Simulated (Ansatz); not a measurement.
# Ta2P3Au: the cost of one run

Method: DFT PBE, scalar-relativistic, plane waves, PAW, in Ansatz 0.2.0.

1 further run of the same task is left out (set aside as unsound or not needed). Runs told in other sessions of the task aren't counted.

## 1. The starting structure

Symmetry: P6/mmm, No. 191, hexagonal system. Conventional cell: a = 4.694 Å, b = 4.694 Å, c = 7.059 Å, α = 90.00°, β = 90.00°, γ = 120.00°. Around Ta (site symmetry 6mm) lie 1 Au at 2.11 Å. P (site symmetry mmm) has 4 P at 2.35 Å and 2 Au at 2.35 Å in its first shell of neighbours. Au (site symmetry 6/mmm) is surrounded by 2 Ta at 2.11 Å and 6 P at 2.35 Å.

As a file:

```cif
data_structure
_symmetry_space_group_name_H-M 'P 1'
_symmetry_Int_Tables_number 1
_cell_length_a 4.6943
_cell_length_b 4.6943
_cell_length_c 7.0588
_cell_angle_alpha 90.000
_cell_angle_beta 90.000
_cell_angle_gamma 120.000
_cell_volume 134.71
loop_
_atom_site_label
_atom_site_type_symbol
_atom_site_fract_x
_atom_site_fract_y
_atom_site_fract_z
_atom_site_occupancy
Ta1 Ta 0.00000 0.00000 0.70073 1
Ta2 Ta 0.00000 0.00000 0.29927 1
P1 P 0.50000 0.00000 0.00000 1
P2 P 0.00000 0.50000 0.00000 1
P3 P 0.50000 0.50000 0.00000 1
Au1 Au 0.00000 0.00000 0.00000 1
```

Recipe of the guess: random cell by space group and Wyckoff sites (P6/mmm, No. 191). Its size is a rough estimate.

## 2. Probe: one point on a coarse mesh

File input.yaml:

```yaml
crystal:
  lattice:
    - [4.69431161, 0.0, 0.0]
    - [-2.3471558, 4.06539311, 0.0]
    - [0.0, 0.0, 7.05877526]
  atoms:
    - { symbol: Ta, position: [0.0, 0.0, 0.70072516] }
    - { symbol: Ta, position: [0.0, 0.0, 0.29927484] }
    - { symbol: P, position: [0.5, 0.0, 0.0] }
    - { symbol: P, position: [0.0, 0.5, 0.0] }
    - { symbol: P, position: [0.5, 0.5, 0.0] }
    - { symbol: Au, position: [0.0, 0.0, 0.0] }
basis:
  ecutwfc: 420
kpoints:
  mp_grid: { grid: [6, 6, 4] }
hamiltonian:
  xc: pbe
scf:
  occupations: { method: gaussian, width: 0.1 }
  lower_state_search: "off"
output:
  forces: true
  stress: true
  eigenvalues: true
```

Launch:

```console
$ ansatz run input.yaml --threads 1 --pin off --max-ram 2560MiB --backend cpu --events-out ev --progress --plain --runs-dir out
```

What time and memory should one allow on 1 thread of Arm Neoverse N1, shared host?

About 12 s, with a peak of 0.41 GiB.
